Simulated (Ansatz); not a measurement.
VAu:

```
Au V
1.0
     1.41040    0.81430    4.61109
    -1.41040    0.81430    4.61109
     0.00000   -1.62859    4.61109
Au V
1 1
Direct
  0.00000 0.00000 0.00000
  0.50000 0.50000 0.50000
```

The cell comes from a database or a generator and needn't be the stable form of this composition.

Base run:

```yaml
Program: Ansatz 0.2.0
Functional: RPBE
Potentials_or_basis: all-electron LAPW, scalar-relativistic
Cutoff: 261 eV (chosen from the basis error)
Basis_error_allowed: 0.001 eV/atom
k_mesh: 11 × 11 × 11
Occupations: gaussian, width 0.05 eV
Spin: collinear spin, ferromagnetic start
Starting_moments: "[0.0, 2.0] μB"
```

Its results: band gap on the k mesh none (metal or under the smearing width); pressure 2.1 GPa; net moment 0.00 μB per cell.

Task: The run is repeated on the same cell with these changes: functional from RPBE to PBE. What comes out?

Result: Band gap on the k mesh none (metal or under the smearing width); pressure -1.7 GPa; net moment 0.00 μB per cell.

PBE binds more tightly than RPBE, so the same cell stands under less pressure.

Caveats: the starting moments weren't kept.
